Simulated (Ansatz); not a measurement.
# C₂H₆SSi: small, medium and large basis sets

An exercise on one series of results from a longer session: the logs are not shown, and one member is left open.

Method: one geometry, several basis sets; program: Ansatz 0.2.0, Gaussian basis.

The runs, in order: PBE0-D4/def2-SVP; ωB97M-V/def2-SVP; PBE0-D4/def2-QZVPP; ωB97M-V/def2-QZVPP; the functionals' def2-TZVPP values are taken from earlier runs.

### Structure used throughout

All runs share one geometry, relaxed beforehand with PBE0-D4 in a triple-zeta def2 set.

SMILES `C=C[SiH2]S`, 10 atoms, charge 0, spin multiplicity 1.

Atoms are counted from 1 here; the program's logs count them from 0.

Bond lengths: C1–C2 1.331 Å, C1–H5 1.087 Å, C1–H6 1.087 Å, C2–Si3 1.854 Å, C2–H7 1.088 Å, Si3–S4 2.141 Å, Si3–H8 1.487 Å, Si3–H9 1.485 Å, S4–H10 1.344 Å. Angles: C2–C1–H5 121.6°, C2–C1–H6 122.3°, H5–C1–H6 116.1°, C1–C2–Si3 122.0°, C1–C2–H7 118.8°, Si3–C2–H7 119.2°, C2–Si3–S4 112.0°, C2–Si3–H8 107.7°, C2–Si3–H9 112.2°, S4–Si3–H8 111.7°, S4–Si3–H9 103.1°, H8–Si3–H9 110.1°, Si3–S4–H10 94.5°.

The first run:

in.yaml reads:

```yaml
crystal:
  periodic: [false, false, false]
  atoms:
    - {symbol: C, position_ang: [-1.427423, 0.940361, -0.349553]}
    - {symbol: C, position_ang: [-0.376880, 0.692252, 0.428664]}
    - {symbol: Si, position_ang: [0.493127, -0.944778, 0.413154]}
    - {symbol: S, position_ang: [2.554395, -0.752510, -0.131290]}
    - {symbol: H, position_ang: [-1.827647, 0.187293, -1.023359]}
    - {symbol: H, position_ang: [-1.935812, 1.900640, -0.349851]}
    - {symbol: H, position_ang: [-0.009617, 1.481918, 1.081576]}
    - {symbol: H, position_ang: [-0.240793, -1.838751, -0.521168]}
    - {symbol: H, position_ang: [0.556816, -1.558989, 1.763662]}
    - {symbol: H, position_ang: [2.296738, -0.158537, -1.308936]}
basis:
  gaussian: {orbitals: def2-SVP}
hamiltonian: {xc: pbe0, dispersion: d4}
output: {orbitals: {seedname: orbitals}}
```

Command:

```bash
ansatz run in.yaml --threads 2 --pin off --events-out ev --progress --plain --max-ram 4352MiB
```

Steps of the session up to this table: PBE0-D4 in def2-SVP; ωB97M-V in def2-SVP; PBE0-D4 in def2-QZVPP; ωB97M-V in def2-QZVPP.

One table of the session follows, with a row left open; its other results are not shown here.

It belongs to the step «Functionals by basis». 

```
functional       basis  HOMO (eV)
   PBE0-D4    def2-SVP          ?
   PBE0-D4  def2-TZVPP      -7.37
   PBE0-D4  def2-QZVPP      -7.40
   ωB97M-V    def2-SVP      -9.40
   ωB97M-V  def2-TZVPP      -9.56
   ωB97M-V  def2-QZVPP      -9.60
```

Q: Estimate the row for PBE0-D4, def2-SVP from the others.

As computed: HOMO (eV): -7.24. In the column «HOMO (eV)» it is the highest.
